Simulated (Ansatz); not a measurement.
# MnSe: the cost of one run

All numbers are computed with the Python package of Ansatz 0.2.0. Level of theory: DFT PBEsol+U, plane waves, PAW.

The COD entry's cell or inner coordinates are ideal or old and differ from later refinements, so a difference from it is no clean test against experiment.

### 1 Starting point

It takes space group Fm-3m (No. 225, cubic). Conventional cell: a = 5.440 Å, b = 5.440 Å, c = 5.440 Å, α = 90.00°, β = 90.00°, γ = 90.00°. Mn (site symmetry m-3m) has 6 Se at 2.72 Å as nearest neighbours. Se (site symmetry m-3m) is surrounded by 6 Mn at 2.72 Å.

No structure file is read: the coordinates are typed or built in the script.

### 2 The script

The input, plus_u_mnse.py:

```python
"""How the states of MnSe follow the Hubbard U."""

import ansatz as az
import numpy as np


def count_gap(report):
    # lowest empty less highest filled band, counting bands; zero where they overlap
    return max(report.get("gap_by_band_count_ev") or 0.0, 0.0)


def main() -> None:
    mnse = (
        az.Lattice.of((0.0, 2.72, 2.72), (2.72, 0.0, 2.72), (2.72, 2.72, 0.0))
        .atom("Mn", (0.0, 0.0, 0.0))
        .atom("Se", (0.5, 0.5, 0.5))
        .moments(Mn=4)
    )

    job = (
        mnse.calculation()
        .functional("pbesol")
        .basis(17 * az.Ha)
        .kpoints(spacing=0.27)
        .occupations("Fermi-Dirac")
        .spin(az.SpinTreatment.COLLINEAR)
        .band_table()
    )
    rows = []
    for u in [0.0, 1.5, 3.0, 4.5, 6.0]:
        r = job.hubbard("Mn", "d", u_eff=u).run().report
        shell = r["hubbard"]["n_scf"]
        rows.append((u, count_gap(r), sum(shell) / len(shell), max(abs(m) for m in r["site_moments_mub"]), r["n_iterations"]))
    for row in rows:
        print("; ".join(f"{name} = {round(v, 4) if isinstance(v, float) else v}" for name, v in zip(["U_eff eV", "gap by band count eV", "Mn d occupation (projector)", "largest moment muB", "iterations"], row)))
    print("eigenvalues of the first occupation matrix at the last U, by spin:")
    for channel in r["hubbard"]["n_eig"][0]:
        print("  ", " ".join(f"{n:.3f}" for n in channel))


if __name__ == "__main__":
    main()
```

### 3 The calls as engine input

The package turns the script's settings into the engine's input (first run):

```yaml
crystal:
  lattice:
    - [0.0, 2.72, 2.72]
    - [2.72, 0.0, 2.72]
    - [2.72, 2.72, 0.0]
  atoms:
    - { symbol: Mn, position: [0.0, 0.0, 0.0] }
    - { symbol: Se, position: [0.5, 0.5, 0.5] }
basis:
  ecutwfc: 462.593566181796
kpoints:
  mp_grid:
    kspacing: 0.27
hamiltonian:
  xc: pbesol
  hubbard:
    - { species: Mn, l: d, u_eff: 0.0 }
magnetization:
  spin_polarized: true
  per_species:
    Mn: 4.0
scf:
  occupations:
    method: fermi_dirac
output:
  eigenvalues: true
```

### 4 The run

The run is started by

```console
$ python plus_u_mnse.py
```

What time and memory should one allow on 1 thread of Arm Neoverse V1, shared host?

About 26 s, with a peak of 0.45 GiB.
